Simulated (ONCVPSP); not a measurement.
**Se: generating and testing an ONCV potential**

Aim: build the potential from the settings below, then test how well it stands in for the atom: other configurations, scattering, ghost states and the plane-wave cutoff that it needs.

The numbers are computed with ONCVPSP 4.0.1 (LDA (Perdew-Wang 92), scalar-relativistic, spin-unpolarised reference atom).

### 1 Settings

The settings as typed:

```json
{
  "element": "selenium (Se, Z = 34)",
  "type": "optimised norm-conserving Vanderbilt (ONCV)",
  "frozen core": "[Ar] 3d10",
  "valence charge": "6",
  "reference configuration": "4s1.5 4p4.5",
  "partial waves": "4s: rc 1.60 bohr, ncon 4, nbas 8, qcut 3.3 1/bohr, 2 projectors, debl 1.6 Ha; 4p: rc 1.60 bohr, ncon 3, nbas 7, qcut 4.8 1/bohr, local; d scattering state at 0.17 Ha: rc 1.85 bohr, ncon 5, nbas 8, qcut 4.8 1/bohr, 3 projectors, debl 1.8 Ha",
  "local potential": "the p channel",
  "core correction": "Teter function, fcfact 5.75, rcfact 1.55"
}
```

### 2 The generation run

Contents of Se.dat:

```
# ATOM AND REFERENCE CONFIGURATION
# atsym  z   nc   nv     iexc    psfile
  Se 34.00    6    2  -001012      upf
#
#   n    l    f
    1    0    2.00
    2    0    2.00
    2    1    6.00
    3    0    2.00
    3    1    6.00
    3    2   10.00
    4    0    1.50
    4    1    4.50
#
# PSEUDOPOTENTIAL AND OPTIMIZATION
# lmax
    2
#
#   l,   rc,      ep,       ncon, nbas, qcut
    0    1.60    0.00    4    8    3.30
    1    1.60    0.00    3    7    4.80
    2    1.85    0.17    5    8    4.80
#
# LOCAL POTENTIAL
# lloc, lpopt,  rc(5),   dvloc0
    1    5    1.60    0.00
#
# VANDERBILT-KLEINMAN-BYLANDER PROJECTORs
# l, nproj, debl
    0    2    1.60
    1    0    0.60
    2    3    1.80
#
# MODEL CORE CHARGE
# icmod, fcfact, rcfact
    3    5.75    1.55
#
# LOG DERIVATIVE ANALYSIS
# epsh1, epsh2, depsh
   -2.00    5.00    0.02
#
# OUTPUT GRID
# rlmax, drl
    6.00    0.01
#
# TEST CONFIGURATIONS
# ncnf
    4
# nvcnf
#   n    l    f
    2
    4    0    2.00
    4    1    4.00
#
    2
    4    0    2.00
    4    1    3.00
#
    2
    4    0    2.00
    4    1    2.00
#
    2
    4    0    2.00
    4    1    0.00
#
```

On the command line:

```sh
$ oncvpsp.x < Se.dat > Se.out
```

Q: Predict the outcome of this session. Wanted: cutoffs for 1 and 0.1 mHa per electron, occupied waves; bound ghosts; GHOST(+) flags; largest test error; largest phase difference near zero energy, channels read; rms error of d²Exc/dn², without and with the model core.

The runs gave:

| quantity | value |
| --- | --- |
| cutoffs for 1 and 0.1 mHa per electron, occupied waves | 57 Ha and 69 Ha |
| bound ghosts | d at -48.44 eV |
| GHOST(+) flags | s at 148 eV, s at 546 eV, s at 1198 eV |
| largest test error (AE − PS) | -555 meV, for 4s2 4p0 |
| largest phase difference near zero energy, channels read | 0.005 rad |
| rms error of d²Exc/dn², without and with the model core | 6.86 and 2.59 mHa |

In words: A bound ghost (d) makes it unfit for use: electrons can fall into a state that the atom doesn't have. By total energies transferability is poor: the largest error is 555 meV on 99.8 eV, for 4s2 4p0. That test lies far up in energy; among those under 40 eV, nearer to bonding, the largest error is 56 meV. The potential is hard: the looser tolerance needs 57 Ha. At the looser tolerance the 4s wave is the slowest; 4p needs 10 Ha. Near zero energy the phases of the channels with partial waves agree within 0.005 rad. The program also flags highly localised states, GHOST(+) (s). All of this concerns the isolated atom, not yet a solid.
